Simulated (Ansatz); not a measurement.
# C3H8MgO: a ladder of functionals and wavefunction methods

An exercise on one series of results from a longer session: the logs are not shown, and one member is left open.

Computed with Ansatz 0.2.0, Gaussian basis. Level: functionals in def2-TZVPP, the program's frozen cores in correlated methods.

The runs, in order: LDA (SPW92), PBE-D4, revPBE-D4, BLYP-D4, r2SCAN-D4, B97M-V, PBE0-D4, B3LYP-D4, r2SCANh-D4, r2SCAN0-D4, HSE06-D4, BHLYP-D4, CAM-B3LYP-D4, LC-ωPBE, ωB97X-V, ωB97M-V, B2PLYP, PBE-QIDH; CCSD(T)/def2-SVP; CCSD(T)/def2-TZVPP; MP2/def2-QZVPP; extrapolation to the limit; RPA on PBE.

## The relaxed structure

An earlier PBE0-D4 in a triple-zeta def2 set relaxation fixed the geometry.

SMILES `CC(C)[O][MgH]`, 13 atoms, charge 0, spin multiplicity 1.

Atoms are counted from 1 here; the program's logs count them from 0.

Bond lengths: C1–C2 1.521 Å, C1–H6 1.092 Å, C1–H7 1.094 Å, C1–H8 1.093 Å, C2–C3 1.521 Å, C2–O4 1.382 Å, C2–H9 1.104 Å, C3–H10 1.094 Å, C3–H11 1.093 Å, C3–H12 1.092 Å, O4–Mg5 1.766 Å, Mg5–H13 1.691 Å. Angles: C2–C1–H6 110.3°, C2–C1–H7 110.0°, C2–C1–H8 111.5°, H6–C1–H7 108.3°, H6–C1–H8 108.3°, H7–C1–H8 108.3°, C1–C2–C3 111.2°, C1–C2–O4 110.7°, C1–C2–H9 107.6°, C3–C2–O4 110.6°, C3–C2–H9 107.6°, O4–C2–H9 109.0°, C2–C3–H10 110.0°, C2–C3–H11 111.5°, C2–C3–H12 110.3°, H10–C3–H11 108.3°, H10–C3–H12 108.3°, H11–C3–H12 108.3° and more.

Set-up of the first run:

The input, in.yaml:

```yaml
crystal:
  periodic: [false, false, false]
  atoms:
    - {symbol: C, position_ang: [-0.569407, -0.578679, -1.289546]}
    - {symbol: C, position_ang: [-0.380038, -0.328851, 0.198754]}
    - {symbol: C, position_ang: [0.858489, -1.039978, 0.721826]}
    - {symbol: O, position_ang: [-0.310775, 1.026506, 0.460642]}
    - {symbol: Mg, position_ang: [-0.094855, 2.763066, 0.698747]}
    - {symbol: H, position_ang: [-1.465433, -0.067688, -1.649213]}
    - {symbol: H, position_ang: [0.291429, -0.194975, -1.845958]}
    - {symbol: H, position_ang: [-0.671247, -1.645475, -1.506898]}
    - {symbol: H, position_ang: [-1.254510, -0.751406, 0.722650]}
    - {symbol: H, position_ang: [1.749727, -0.666059, 0.208284]}
    - {symbol: H, position_ang: [0.797568, -2.120002, 0.562126]}
    - {symbol: H, position_ang: [0.977595, -0.857028, 1.792181]}
    - {symbol: H, position_ang: [0.091854, 4.425868, 0.941107]}
basis:
  gaussian: {orbitals: def2-TZVPP}
hamiltonian: {xc: lda}
output: {orbitals: {seedname: orbitals}}
```

Launch:

```console
$ ansatz run in.yaml --threads 4 --pin off --events-out ev --progress --plain --max-ram 10444MiB
```

Among the steps run: LDA; PBE-D4 (GGA); revPBE-D4 (GGA); BLYP-D4 (GGA); r2SCAN-D4 (meta-GGA); B97M-V (meta-GGA); PBE0-D4 (hybrid); B3LYP-D4 (hybrid); r2SCANh-D4 (hybrid); r2SCAN0-D4 (hybrid); HSE06-D4 (hybrid); BHLYP-D4 (hybrid); CAM-B3LYP-D4 (range-separated); LC-ωPBE (range-separated); ωB97X-V (range-separated); ωB97M-V (range-separated); B2PLYP (double hybrid); PBE-QIDH (double hybrid).

One of the session's tables, all rows but one given; the rest of the session is left out.

It belongs to the step «Orbital energies across the functionals». 

```
  functional  HOMO (eV)  gap (eV)
 LDA (SPW92)      -5.83      4.36
      PBE-D4          ?         ?
   revPBE-D4      -5.59      4.41
     BLYP-D4      -5.59      4.33
   r2SCAN-D4      -5.93      5.12
      B97M-V      -6.06      4.75
     PBE0-D4      -7.09      6.53
    B3LYP-D4      -6.89      6.05
  r2SCANh-D4      -6.47      5.89
  r2SCAN0-D4      -7.29      7.03
    HSE06-D4      -6.68      5.77
    BHLYP-D4      -8.51      8.55
CAM-B3LYP-D4      -8.56      8.77
     LC-ωPBE      -9.87     11.16
     ωB97X-V      -9.57     10.68
     ωB97M-V      -9.51     10.24
```

Q: Estimate the row for PBE-D4 from the others.

**Answer.** HOMO (eV): -5.66; gap (eV): 4.37. In the column «HOMO (eV)» it lies between LDA (SPW92) (-5.83) and revPBE-D4 (-5.59).
